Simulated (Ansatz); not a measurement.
# ClF3H2Si: the cost of one run

Computed with Ansatz 0.2.0, Gaussian basis. Level: PBE0-D4, def2-SVP first, then def2-TZVP.

152 further runs of the same task are left out: 152 set aside as unsound or not needed.

## Step 1: The system as given

The guess: 7 atoms, charge 0, spin multiplicity 1.

Atoms are counted from 1 here; the program's logs count them from 0.

Bond lengths: Si1–Cl2 2.178 Å, Si1–F3 1.607 Å, Si1–F4 1.583 Å, Si1–H5 1.426 Å, Cl2–H6 1.486 Å. Angles: Cl2–Si1–F3 95.5°, Cl2–Si1–F4 108.5°, Cl2–Si1–H5 118.0°, F3–Si1–F4 98.2°, F3–Si1–H5 104.0°, F4–Si1–H5 125.3°, Si1–Cl2–H6 73.1°.

Geometry (Å):

```xyz
7

Si   -0.4597   -0.2787   -0.2365
Cl    1.7119   -0.1543   -0.3434
F    -0.6255   -1.1900   -1.5499
F    -1.0696    1.0630   -0.8147
H    -1.0357   -1.0644    0.8047
H     1.2876    0.6850    0.8067
F     0.1910    0.9394    1.3332
```

Distances that are to change: Si1–F7 2.09 Å, Cl2–H6 1.49 Å, Si1–Cl2 2.18 Å, H6–F7 1.24 Å.

## Step 2: Constrained relaxation of the guess

hold/in.yaml reads:

```yaml
crystal:
  periodic: [false, false, false]
  atoms:
    - {symbol: Si, position_ang: [-0.459700, -0.278700, -0.236500]}
    - {symbol: Cl, position_ang: [1.711900, -0.154300, -0.343400]}
    - {symbol: F, position_ang: [-0.625500, -1.190000, -1.549900]}
    - {symbol: F, position_ang: [-1.069600, 1.063000, -0.814700]}
    - {symbol: H, position_ang: [-1.035700, -1.064400, 0.804700]}
    - {symbol: H, position_ang: [1.287600, 0.685000, 0.806700]}
    - {symbol: F, position_ang: [0.191000, 0.939400, 1.333200]}
basis:
  gaussian: {orbitals: def2-SVP}
hamiltonian: {xc: pbe0, dispersion: d4}
relax: {f_tol: 0.04, max_steps: 150, escape_saddle: false, constraints: [{distance: [0, 6]}, {distance: [1, 5]}, {distance: [0, 1]}, {distance: [5, 6]}]}
```

Command:

```console
$ ansatz run in.yaml --threads 4 --pin off --events-out ev --progress --plain --max-ram 9574MiB
```

**Question.** How long does this run take on 4 threads of Arm Neoverse V1, shared host?

About 7.5 s.
